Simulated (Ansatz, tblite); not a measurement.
# Si(NH2)4 (SiN4H8): a ladder of methods and basis sets

The task here is to estimate one member of a computed series from the others.

The runs use Ansatz 0.2.0, Gaussian basis; as each input shows.

Plan: GFN1-xTB, GFN2-xTB, PBE-D4/def2-TZVP, r2SCAN-D4/def2-TZVP, LDA/def2-TZVP, B2PLYP/def2-TZVP, ωB97X-V/def2-TZVP, PBE-D4/def2-SVP, PBE0-D4/def2-SVP, HF/STO-3G, HF/6-31G, B3LYP-D4/6-31G, PBE0-D4/def2-TZVPD, PBE-D4/def2-TZVPD, LDA/def2-TZVPD, CCSD(T)/def2-TZVP, RPA/def2-TZVP.

2 further runs of the same task are left out: 2 set aside as unsound or not needed.

### The structure

The singlet was relaxed beforehand with r2SCAN-D4/def2-SVP.

13 atoms, charge 0, spin multiplicity 1.

Bond lengths: Si1–N2 1.734 Å, Si1–N5 1.734 Å, Si1–N8 1.734 Å, Si1–N11 1.734 Å, N2–H3 1.015 Å, N2–H4 1.015 Å, N5–H6 1.015 Å, N5–H7 1.015 Å, N8–H9 1.015 Å, N8–H10 1.015 Å, N11–H12 1.015 Å, N11–H13 1.015 Å. Angles: N2–Si1–N5 102.4°, N2–Si1–N8 102.4°, N2–Si1–N11 124.8°, N5–Si1–N8 124.8°, N5–Si1–N11 102.4°, N8–Si1–N11 102.4°, Si1–N2–H3 118.8°, Si1–N2–H4 118.8°, H3–N2–H4 110.5°, Si1–N5–H6 118.8°, Si1–N5–H7 118.8°, H6–N5–H7 110.6°, Si1–N8–H9 118.8°, Si1–N8–H10 118.8°, H9–N8–H10 110.5°, Si1–N11–H12 118.8°, Si1–N11–H13 118.8°, H12–N11–H13 110.5°.

PBE0-D4/def2-TZVP was run before; its log isn't repeated, and its numbers join the tables.

Set-up of the first run:

Tight binding, by tblite at 300 K electronic temperature and without a spin-polarisation term:

```python
tblite.interface.Calculator('GFN1-xTB', numbers, positions, charge=0, uhf=0).singlepoint()
```

Tight binding, by tblite at 300 K electronic temperature and without a spin-polarisation term:

```python
tblite.interface.Calculator('GFN2-xTB', numbers, positions, charge=0, uhf=0).singlepoint()
```

start.molden holds the orbitals of an earlier run on this state, given as this run's starting guess.

Input file in.yaml:

```yaml
crystal:
  periodic: [false, false, false]
  atoms:
    - {symbol: Si, position_ang: [0.000040, 0.000005, -0.000027]}
    - {symbol: N, position_ang: [0.198630, 0.184014, 1.712782]}
    - {symbol: H, position_ang: [0.794474, -0.471533, 2.208775]}
    - {symbol: H, position_ang: [-0.611271, 0.424946, 2.275418]}
    - {symbol: N, position_ang: [1.626839, -0.269291, -0.536329]}
    - {symbol: H, position_ang: [2.366395, 0.322607, -0.171170]}
    - {symbol: H, position_ang: [1.790339, -0.480563, -1.515746]}
    - {symbol: N, position_ang: [-0.962717, 1.381787, -0.413386]}
    - {symbol: H, position_ang: [-0.711817, 2.285761, -0.025226]}
    - {symbol: H, position_ang: [-1.287389, 1.482834, -1.369942]}
    - {symbol: N, position_ang: [-0.862949, -1.296192, -0.762782]}
    - {symbol: H, position_ang: [-0.467577, -2.230807, -0.734528]}
    - {symbol: H, position_ang: [-1.872998, -1.333568, -0.667828]}
basis:
  gaussian: {orbitals: def2-TZVP, initial_orbitals: start.molden}
hamiltonian: {xc: pbe, dispersion: d4}
scf: {omitted_lower_state_checks: [starts]}
output: {orbitals: {seedname: orbitals}}
```

On the command line:

```sh
> ansatz run in.yaml --threads 4 --pin off --events-out ev --progress --plain --max-ram 4787MiB
```

Among the steps run: PBE-D4/def2-TZVP; r2SCAN-D4/def2-TZVP; LDA/def2-TZVP; B2PLYP/def2-TZVP; ωB97X-V/def2-TZVP; PBE-D4/def2-SVP; PBE0-D4/def2-SVP; HF/STO-3G; HF/6-31G; B3LYP-D4/6-31G; PBE0-D4/def2-TZVPD; PBE-D4/def2-TZVPD; LDA/def2-TZVPD; CCSD(T)/def2-TZVP; RPA/def2-TZVP.

One of the session's tables, all rows but one given; the rest of the session is left out.

It belongs to the step «Binding energy». 

| method | binding an atom (eV) |
| --- | --- |
| HF/STO-3G | 2.546 |
| HF/6-31G | 2.096 |
| HF/def2-TZVP | 2.477 |
| LDA/def2-TZVP | 4.256 |
| LDA/def2-TZVPD | 4.266 |
| PBE-D4/def2-SVP | 3.734 |
| PBE-D4/def2-TZVP | 3.780 |
| PBE-D4/def2-TZVPD | 3.790 |
| r2SCAN-D4/def2-TZVP | 3.681 |
| B3LYP-D4/6-31G | 3.419 |
| PBE0-D4/def2-SVP | 3.651 |
| PBE0-D4/def2-TZVP | 3.694 |
| PBE0-D4/def2-TZVPD | 3.702 |
| ωB97X-V/def2-TZVP | 3.738 |
| MP2/def2-TZVP | 3.576 |
| CCSD/def2-TZVP | 3.481 |
| CCSD(T)/def2-TZVP | ? |

**Question.** Estimate the row for CCSD(T)/def2-TZVP.

As computed: binding an atom (eV): 3.534. In the column «binding an atom (eV)» it lies between CCSD/def2-TZVP (3.481) and MP2/def2-TZVP (3.576).

Caveats from the session: Free atoms were run apart at each level; binding is atoms less cluster, divided by the number of atoms, without zero-point or spin-orbit terms.
